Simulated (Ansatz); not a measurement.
# HfB: the cost of one run

Program: Ansatz 0.2.0. Level of theory: DFT PBE, scalar-relativistic, plane waves, PAW. These are calculated values, not measurements.

4 further runs of the same task are left out: 1 for a known fault of the program, 1 that didn't finish, 2 set aside as unsound or not needed.

## 1. The structure to begin with

Symmetry: Fm-3m, No. 225, cubic system. The conventional cell has a = 4.834 Å, b = 4.834 Å, c = 4.834 Å, α = 90.00°, β = 90.00°, γ = 90.00°. Around Hf (site symmetry m-3m) lie 6 B at 2.42 Å. B (site symmetry m-3m) has 6 Hf at 2.42 Å as nearest neighbours.

Coordinates:

```
Hf B
1.0
     0.00000    2.41690    2.41690
     2.41690    0.00000    2.41690
     2.41690    2.41690    0.00000
Hf B
1 1
Cartesian
  2.4169 2.4169 2.4169
  0.0000 0.0000 0.0000
```

This cell was relaxed beforehand with the same method: volume 14.12 Å³/atom, gap on the mesh none (metal).

## 2. Bulk reference on the slab's mesh

File input.yaml:

```yaml
crystal:
  lattice:
    - [3.4180103421, 0.0, 0.0]
    - [-1.709005171, 2.9600837866, 0.0]
    - [1.709005171, 0.9866945955, 2.7907937579]
  atoms:
    - { symbol: Hf, position: [0.0, 0.5, 0.5] }
    - { symbol: B, position: [0.0, 0.0, 0.0] }
basis:
  ecutwfc: 420
kpoints:
  mp_grid: { grid: [12, 12, 12] }
hamiltonian:
  xc: pbe
scf:
  occupations: { method: gaussian, width: 0.1 }
output:
  forces: true
  stress: true
  eigenvalues: true
```

The run is started by

```sh
$ ansatz run input.yaml --threads 2 --pin off --max-ram 5632MiB --backend cpu --events-out ev --progress --plain --runs-dir out
```

**Question.** How long does this run take on 2 threads of Arm Neoverse V1, shared host, and how much memory does it need?

About 1.2 s, with a peak of 0.32 GiB.
